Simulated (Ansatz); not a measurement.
# As8BrO11 (Arsenolite): the cost of one run

Computed with Ansatz 0.2.0 (DFT, PBE, plane-wave PAW, default files, scalar-relativistic, as far as a step names no other, unless a step's input says otherwise).

## (1) The structure to begin with

Symmetry: Imm2, No. 44, orthorhombic system. Conventional cell: a = 7.830 Å, b = 7.830 Å, c = 11.073 Å, α = 90.00°, β = 90.00°, γ = 90.00°. As (site symmetry m) has 3 O at 1.79 Å as nearest neighbours. As (site symmetry m) has 2 O at 1.79 Å and 1 Br at 1.79 Å as nearest neighbours. Br (site symmetry mm2) is surrounded by 2 As at 1.79 Å. Around O (site symmetry 1) lie 2 As at 1.79 Å. O (site symmetry mm2) has 2 As at 1.79 Å as nearest neighbours. Only part of the 10 independent sites is listed.

Structure file:

```
As Br O
1.0
     0.00000    5.53672    5.53672
     5.53672    0.00000    5.53672
     5.53672    5.53672    0.00000
As Br O
8 1 11
Direct
  0.39721 0.39721 0.39721
  0.44163 0.85279 0.85279
  0.39721 0.39721 0.80837
  0.85279 0.44163 0.85279
  0.80837 0.39721 0.39721
  0.85279 0.85279 0.85279
  0.39721 0.80837 0.39721
  0.85279 0.85279 0.44163
  0.92260 0.57740 0.57740
  0.32740 0.67260 0.32740
  0.57740 0.92260 0.92260
  0.67260 0.32740 0.67260
  0.57740 0.92260 0.57740
  0.32740 0.32740 0.67260
  0.92260 0.57740 0.92260
  0.67260 0.67260 0.32740
  0.32740 0.67260 0.67260
  0.57740 0.57740 0.92260
  0.67260 0.32740 0.32740
  0.92260 0.92260 0.57740
```

Atom 9 of the input is the impurity.

## (2) Gradients at the starting positions

Input file input.yaml:

```yaml
crystal:
  lattice:
    - [0.0, 5.536715, 5.536715]
    - [5.536715, 0.0, 5.536715]
    - [5.536715, 5.536715, 0.0]
  atoms:
    - { symbol: As, position: [0.39721, 0.39721, 0.39721] }
    - { symbol: As, position: [0.44163, 0.85279, 0.85279] }
    - { symbol: As, position: [0.39721, 0.39721, 0.80837] }
    - { symbol: As, position: [0.85279, 0.44163, 0.85279] }
    - { symbol: As, position: [0.80837, 0.39721, 0.39721] }
    - { symbol: As, position: [0.85279, 0.85279, 0.85279] }
    - { symbol: As, position: [0.39721, 0.80837, 0.39721] }
    - { symbol: As, position: [0.85279, 0.85279, 0.44163] }
    - { symbol: Br, position: [0.9226, 0.5774, 0.5774] }
    - { symbol: O, position: [0.3274, 0.6726, 0.3274] }
    - { symbol: O, position: [0.5774, 0.9226, 0.9226] }
    - { symbol: O, position: [0.6726, 0.3274, 0.6726] }
    - { symbol: O, position: [0.5774, 0.9226, 0.5774] }
    - { symbol: O, position: [0.3274, 0.3274, 0.6726] }
    - { symbol: O, position: [0.9226, 0.5774, 0.9226] }
    - { symbol: O, position: [0.6726, 0.6726, 0.3274] }
    - { symbol: O, position: [0.3274, 0.6726, 0.6726] }
    - { symbol: O, position: [0.5774, 0.5774, 0.9226] }
    - { symbol: O, position: [0.6726, 0.3274, 0.3274] }
    - { symbol: O, position: [0.9226, 0.9226, 0.5774] }
total_charge: 1
kpoints:
  mp_grid: { grid: [3, 3, 3] }
scf:
  occupations: { method: fermi_dirac, width: 0.01 }
hamiltonian:
  xc: pbe
  pseudopotentials: { kind: paw }
output:
  forces: true
  stress: true
  populations: true
  efg:
    quadrupole_moments_barn: { As: 0.311, Br: 0.2579, O: -0.02558 }
    contact_densities: true
```

Command:

```console
$ ansatz run input.yaml --threads 1 --pin off --max-ram 3072MiB --backend cpu --events-out ev --progress --plain --runs-dir out
```

**Question.** How long does this run take on 1 thread of Arm Neoverse V1, shared host, and how much memory does it need?

About 62 s, with a peak of 0.71 GiB.
